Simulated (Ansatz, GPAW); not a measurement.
ZnSe: GLLB-SC, run from Python

These are simulated results from GPAW 26.7.0, not measurements. The cell began as a measured structure and was relaxed with r2SCAN in plane waves (Ansatz 0.2.0). All runs are without spin polarisation.

The symmetry is F-43m (No. 216, cubic); conventional cell a = 5.665 Å, 22.72 Å³ an atom. Zn is surrounded by 4 Se at 2.45 Å; Se is surrounded by 4 Zn at 2.45 Å.

GLLB-SC is a model potential. Its fundamental gap is the Kohn-Sham gap plus a derivative discontinuity, which the script evaluates at the band edges among the listed k points. Its total energy isn't variational and serves nothing here.

run.py reads:

```python
import json
from ase import Atoms
from gpaw import GPAW, PW, FermiDirac

atoms = Atoms(['Zn', 'Se'],
              cell=[[0.0, 2.83242468, 2.83242468], [2.83242468, 0.0, 2.83242468], [2.83242468, 2.83242468, 0.0]],
              scaled_positions=[[0.0, 0.0, 0.0], [0.25, 0.25, 0.25]],
              pbc=True)
calc = GPAW(mode=PW(400), xc='GLLBSC', kpts={'size': (6, 6, 6), 'gamma': True},
            occupations=FermiDirac(0.02), maxiter=100, legacy_gpaw=True, txt='gpaw.txt')
atoms.calc = calc
res = {'energy': atoms.get_potential_energy(force_consistent=True)}
res['electrons'] = calc.get_number_of_electrons()
res['k'] = calc.get_ibz_k_points().tolist()
res['levels'] = [calc.get_eigenvalues(kpt=i).tolist() for i in range(len(res['k']))]
points = [[0.0, 0.0, 0.0], [-0.5, -0.5, 0.0], [-0.375, -0.375, 0.25], [-0.375, 0.0, 0.375], [0.0, 0.0, 0.5], [-0.5, -0.25, 0.25]]
bands = calc.fixed_density(kpts=points, symmetry='off', nbands=round(res['electrons']) // 2 + 6, convergence={'bands': -2}, txt='bands.txt')
res['points'] = [bands.get_eigenvalues(kpt=i).tolist() for i in range(len(points))]
homo, lumo = bands.get_homo_lumo()
potential = calc.hamiltonian.xc.response.calculate_discontinuity_potential(homo, lumo)
res['discontinuity'] = bands.hamiltonian.xc.response.calculate_discontinuity(potential)
json.dump(res, open('results.json', 'w'))
print('free energy (eV):', round(res['energy'], 5))
```

Command: `python run.py`. It took 9.1 s on 1 thread of Arm Neoverse V1 (shared host), peak memory 0.15 GiB.

The log gpaw.txt, trimmed of paths, versions and times, then the last line on the terminal. An iter line gives the energy in eV and the logarithms of the changes of orbitals (plane waves alone) and density (c: converged):

```
___ ___ ___ _ _ _
 |   |   |_  | | | |

 | | | | | . | | | |

 |__ |  _|___|_____|  26.7.0
 |___|_|

Input parameters:
  kpts: {gamma: True,
         size: (6, 6, 6)}
  maxiter: 100
  mode: {ecut: 400.0,
         name: pw}
  occupations: {fixmagmom: False,
                name: fermi-dirac,
                width: 0.02}
  xc: GLLBSC

System changes: positions, numbers, cell, pbc, initial_charges, initial_magmoms

Initialize ...

species:
  Zn:
    name:    Zinc
    Z:       30.0
    valence: 12
    core:    18
    charge:  0.0  # [|e|]
    compensation charges:
      type: gauss
      rc: 0.37  # [Å]
      lmax: 2
    cutoffs:
      filter: 2.14  # [Å]
      core: 2.23  # [Å]
    projectors
    | kind |    occ | energy [eV] | rcut [Å] |

    |------|--------|-------------|----------|

    |   4s |  2.000 |      -8.797 |    1.286 |

    |   4p |  0.000 |      -3.452 |    1.270 |

    |   3d | 10.000 |     -13.837 |    1.180 |

    |    s |        |      18.415 |    1.286 |

    |    p |        |      23.759 |    1.270 |

    |    d |        |      13.374 |    1.180 |

    Using partial waves for Zn as LCAO basis

  Se:
    name:    Selenium
    Z:       34.0
    valence: 6
    core:    28
    charge:  0.0  # [|e|]
    compensation charges:
      type: gauss
      rc: 0.27  # [Å]
      lmax: 2
    cutoffs:
      filter: 1.77  # [Å]
      core: 2.61  # [Å]
    projectors
    | kind |    occ | energy [eV] | rcut [Å] |

    |------|--------|-------------|----------|

    |   4s |  2.000 |     -19.929 |    0.847 |

    |   4p |  4.000 |      -9.440 |    1.005 |

    |    s |        |       7.282 |    0.847 |

    |    p |        |      17.771 |    1.005 |

    |    d |        |       0.000 |    0.847 |

    Using partial waves for Se as LCAO basis

Reference energy: -114879.925546  # eV

Spin-paired calculation

Convergence criteria:
 Maximum [total energy] change in last 3 cyles: 0.0005 eV / valence electron
 Maximum integral of absolute [dens]ity change: 0.0001 electrons / valence electron
 Maximum integral of absolute [eigenst]ate change: 4e-08 eV^2 / valence electron
 Maximum number of scf [iter]ations: 100
 (Square brackets indicate name in SCF output, whereas a 'c' in
 the SCF output indicates the quantity has converged.)

Symmetries present (total): 24

  ( 1  0  0)  ( 1  0  0)  ( 1  0 -1)  ( 1  0 -1)  ( 1 -1  0)  ( 1 -1  0)
  ( 0  1  0)  ( 0  0  1)  ( 0  1 -1)  ( 0  0 -1)  ( 0 -1  1)  ( 0 -1  0)
  ( 0  0  1)  ( 0  1  0)  ( 0  0 -1)  ( 0  1 -1)  ( 0 -1  0)  ( 0 -1  1)

  ( 0  1  0)  ( 0  1  0)  ( 0  1 -1)  ( 0  1 -1)  ( 0  0  1)  ( 0  0  1)
  ( 1  0  0)  ( 0  0  1)  ( 1  0 -1)  ( 0  0 -1)  ( 1  0  0)  ( 0  1  0)
  ( 0  0  1)  ( 1  0  0)  ( 0  0 -1)  ( 1  0 -1)  ( 0  1  0)  ( 1  0  0)

  ( 0  0 -1)  ( 0  0 -1)  ( 0 -1  1)  ( 0 -1  1)  ( 0 -1  0)  ( 0 -1  0)
  ( 1  0 -1)  ( 0  1 -1)  ( 1 -1  0)  ( 0 -1  0)  ( 1 -1  0)  ( 0 -1  1)
  ( 0  1 -1)  ( 1  0 -1)  ( 0 -1  0)  ( 1 -1  0)  ( 0 -1  1)  ( 1 -1  0)

  (-1  1  0)  (-1  1  0)  (-1  0  1)  (-1  0  1)  (-1  0  0)  (-1  0  0)
  (-1  0  1)  (-1  0  0)  (-1  1  0)  (-1  0  0)  (-1  1  0)  (-1  0  1)
  (-1  0  0)  (-1  0  1)  (-1  0  0)  (-1  1  0)  (-1  0  1)  (-1  1  0)

216 k-points: 6 x 6 x 6 Monkhorst-Pack grid + [1/12,1/12,1/12]
16 k-points in the irreducible part of the Brillouin zone
       k-points in crystal coordinates                weights
   0:     0.00000000    0.00000000    0.00000000          1/216
   1:     0.16666667    0.16666667    0.00000000          6/216
   2:     0.16666667    0.16666667    0.16666667          8/216
   3:     0.33333333    0.16666667    0.16666667         12/216
   4:     0.33333333    0.33333333   -0.33333333         12/216
   5:     0.33333333    0.33333333    0.00000000          6/216
   6:     0.33333333    0.33333333    0.16666667         24/216
   7:     0.33333333    0.33333333    0.33333333          8/216
   8:     0.50000000    0.33333333   -0.33333333         24/216
   9:     0.50000000    0.33333333   -0.16666667         12/216
          ...
  15:     0.50000000    0.50000000    0.50000000          4/216

Wave functions: Plane wave expansion
  Cutoff energy: 400.000 eV
  Number of coefficients (min, max): 806, 869
  Pulay-stress correction: 0.000000 eV/Ang^3 (de/decut=0.000000)
  Using FFTW library
  ScaLapack parameters: grid=1x1, blocksize=None
  Wavefunction extrapolation:
    Improved wavefunction reuse through dual PAW basis

Occupation numbers: Fermi-Dirac:
  width: 0.0200  # eV

Eigensolver
   Davidson(niter=2)

Densities:
  Coarse grid: 20*20*20 grid
  Fine grid: 40*40*40 grid
  Total Charge: 0.000000

Density mixing:
  Method: separate
  Backend: msr1
  Linear mixing parameter: 0.05
  old densities: 10
  Width of damping distribution: 1.1
  Damping of long wavelength oscillations: 20

Hamiltonian:
  XC and Coulomb potentials evaluated on a 40*40*40 grid
  Using the GLLBSC Exchange-Correlation functional
  External potential:
    NoExternalPotential

XC parameters: GLLBSC functional being used consists of
  -----------------------------------------------------------------------
  | Weight | Module     | Description                                   |

  -----------------------------------------------------------------------
  |  1.000 | SCREENING  | GGA_X_PBE_SOL with 2 nearest neighbor stencil |

  |  1.000 | RESPONSE   | eps=0.0500 eV                                 |

  |  1.000 | XC         | GGA_C_PBE_SOL with 2 nearest neighbor stencil |

  -----------------------------------------------------------------------

Memory estimate:
  Process memory now: 110.75 MiB
  Calculator: 10.62 MiB
    Density: 3.90 MiB
      Arrays: 1.59 MiB
      Localized functions: 1.09 MiB
      Mixer: 1.22 MiB
    Hamiltonian: 1.06 MiB
      Arrays: 1.04 MiB
      XC: 0.00 MiB
      Poisson: 0.00 MiB
      vbar: 0.03 MiB
    Wavefunctions: 5.66 MiB
      Arrays psit_nG: 2.76 MiB
      Eigensolver: 0.26 MiB
      Projections: 0.10 MiB
      Projectors: 2.02 MiB
      PW-descriptor: 0.52 MiB

Total number of cores used: 1

Number of atoms: 2
Number of atomic orbitals: 13
Number of bands in calculation: 13
Number of valence electrons: 18
Bands to converge: occupied

... initialized

Initializing position-dependent things.

Density initialized from atomic densities
Creating initial wave functions:
  13 bands from LCAO basis set
Positions:
   0 Zn     0.000000    0.000000    0.000000    ( 0.0000,  0.0000,  0.0000)
   1 Se     1.416212    1.416212    1.416212    ( 0.0000,  0.0000,  0.0000)

Unit cell:
           periodic     x           y           z      points  spacing
  1. axis:    yes    0.000000    2.832425    2.832425    20     0.1635
  2. axis:    yes    2.832425    0.000000    2.832425    20     0.1635
  3. axis:    yes    2.832425    2.832425    0.000000    20     0.1635

  Lengths:   4.005653   4.005653   4.005653
  Angles:   60.000000  60.000000  60.000000

Effective grid spacing dv^(1/3) = 0.1784

iter:   1    -6.919749
iter:   2    -7.234614   -1.08  -1.29
iter:   3    -6.927294   -2.32  -1.15
iter:   4    -6.310396   -1.81  -1.35
iter:   5    -6.291015   -3.26  -1.53
iter:   6    -6.209836   -3.26  -1.65
iter:   7    -6.259060   -3.49  -1.64
iter:   8    -6.265684   -4.37  -1.72
iter:   9    -6.253052   -4.62  -1.79
iter:  10    -6.362156   -2.88  -1.72
iter:  11    -6.364491   -4.24  -2.19
iter:  12    -6.432026   -3.34  -2.26
iter:  13    -6.434598   -4.21  -2.70
iter:  14    -6.433885c  -5.52  -3.76
iter:  15    -6.433344c  -6.71  -4.14c
iter:  16    -6.433130c  -7.91c -4.53c

Converged after 16 iterations.

Energy contributions relative to reference atoms: (reference = -114879.925546)

Kinetic:        +55.190202
Potential:      -50.203030
External:        +0.000000
XC:             -11.739811
Entropy (-ST):   -0.000000
Local:           +0.319509
SIC:             +0.000000
--------------------------
Free energy:     -6.433130
Extrapolated:    -6.433130

GLLBSC response reference energy: 2.52639 eV (from HOMO)

Showing only first 2 kpts
 Kpt  Band  Eigenvalues  Occupancy
  0     7      2.52649    2.00000
  0     8      2.52649    2.00000
  0     9      4.15858    0.00000
  0    10      8.55202    0.00000

  1     7      1.86711    2.00000
  1     8      1.86711    2.00000
  1     9      6.04195    0.00000
  1    10      7.46501    0.00000

Fermi level: 3.32519

Gap: 1.632 eV
Transition (v -> c):
  (s=0, k=0, n=8, [0.00, 0.00, 0.00]) -> (s=0, k=0, n=9, [0.00, 0.00, 0.00])
No difference between direct/indirect transitions

free energy (eV): -6.43313
```

The gap in the log is over the mesh alone; results.json adds the listed points. GLLB-SC gives a gap of 2.29 eV (1.632 eV Kohn-Sham over the listed points plus 0.658 eV discontinuity). On the same cell, plane-wave PBE (Ansatz, 8×8×8 k points and the special points) gives a gap of 1.29 eV and r2SCAN a gap of 1.87 eV; on shared hosts these took about 3.5 and 8.5 core-seconds on the 2-atom cell, against 9.1 for the script. Semilocal gaps usually lie below measured ones.

The runs are scalar-relativistic, without spin-orbit coupling.
